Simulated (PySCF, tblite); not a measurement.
# CH₁₃BOSi₅: geometry, infrared bands and NMR shifts

What infrared bands and NMR shifts should CH₁₃BOSi₅ (`[SiH3]C[Si@H]1OB[SiH2][SiH2][SiH2]1`) show?

Computed with tblite 0.8.0 and PySCF 2.14.0, with density-fitted response routines of our own, on a single molecule in the gas phase. Atoms count from 0, in the outputs and in this text.

## 1. The starting structure

21 atoms, charge 0, multiplicity 1; geometry from: force field or distance geometry start.

Bonds of the start (Å): Si0–C1 1.88, C1–Si2 1.86, Si2–O3 1.71, O3–B4 1.47, B4–Si5 1.95, Si5–Si6 2.24, Si6–Si7 2.24, Si7–Si2 2.24, Si0–H8 1.47, Si0–H9 1.48, Si0–H10 1.46, C1–H11 1.10, C1–H12 1.12, Si2–H13 1.48, B4–H14 1.17, Si5–H15 1.48, Si5–H16 1.46, Si6–H17 1.47, Si6–H18 1.47, Si7–H19 1.47, Si7–H20 1.47.

## 2. Geometry optimisation with GFN2-xTB

The job: settings as JSON, then the geometry in Å.

```
{"job": {"kind": "relax", "xc": "GFN2-xTB", "basis": "xTB"}, "charge": 0, "multiplicity": 1}
Si     3.590100    -0.369900     0.068900
C      2.243600     0.884900    -0.330100
Si     0.602300     0.019300    -0.403500
O      0.219400    -0.656200     1.123200
B     -0.890100    -1.599300     0.922700
Si    -2.733600    -0.960700     0.958200
Si    -2.940800     0.492800    -0.727000
Si    -0.971800     1.532300    -0.925000
H      3.620200    -1.397600    -0.980700
H      3.293400    -1.001500     1.370700
H      4.879900     0.312300     0.130200
H      2.463000     1.355800    -1.295200
H      2.217200     1.656200     0.483500
H      0.650000    -1.018700    -1.450400
H     -0.672100    -2.732700     0.719400
H     -2.978000    -0.281200     2.254100
H     -3.666300    -2.073900     0.785500
H     -3.208400    -0.266700    -1.958900
H     -4.025300     1.452400    -0.458400
H     -0.906300     2.638300     0.039400
H     -0.795300     2.031100    -2.295800
```

The run is started by

```sh
OMP_NUM_THREADS=1 python probes_run.py task.json out
```

One launch serves the whole session: the jobs run in the order shown.

**Question.** This job is followed by: GFN2-xTB harmonic vibrations, gas phase; GIAO PBE0/pcSseg-1 NMR shielding, non-relativistic, gas phase. What will the session give for the following? strongest single infrared mode (GFN2-xTB); zero-point energy (GFN2-xTB); 13C shifts against TMS (PBE0/pcSseg-1); 1H shifts against TMS (PBE0/pcSseg-1, means over atoms taken as alike); 29Si shifts against TMS (PBE0/pcSseg-1); 17O shifts against H2O (PBE0/pcSseg-1); 11B shifts against BF3·OEt2 (PBE0/pcSseg-1).

As calculated:

| quantity | value |
| --- | --- |
| strongest single infrared mode (GFN2-xTB) | 2165 cm⁻¹, 689 km/mol |
| zero-point energy (GFN2-xTB) | 78.2 kcal/mol |
| 13C shifts against TMS (PBE0/pcSseg-1) | -2.4 ppm |
| 1H shifts against TMS (PBE0/pcSseg-1, means over atoms taken as alike) | 6.94, 6.01, 3.95, 3.60, 3.59, 3.47, 3.32, 3.24, 3.20, 0.23, -0.13 ppm |
| 29Si shifts against TMS (PBE0/pcSseg-1) | -2.7, -77.5, -138.4, -139.8, -148.0 ppm |
| 17O shifts against H2O (PBE0/pcSseg-1) | 266.6 ppm |
| 11B shifts against BF3·OEt2 (PBE0/pcSseg-1) | 63.0 ppm |

In words: Over 240 steps the energy fell by 1.277 eV; of the close pairs, O3–B4 changed most, 1.470 to 1.321 Å. All 57 modes are real, so the xTB geometry is a minimum. The strongest single mode, at 2165 cm⁻¹, is carried by H13, H16, H18, H19. Unscaled tight-binding wavenumbers are off by several per cent, some by more. Its intensities can rank the bands wrongly. At PBE0/pcSseg-1: Shielding is most anisotropic at O3 (span 644 ppm, paramagnetic term -331 ppm).
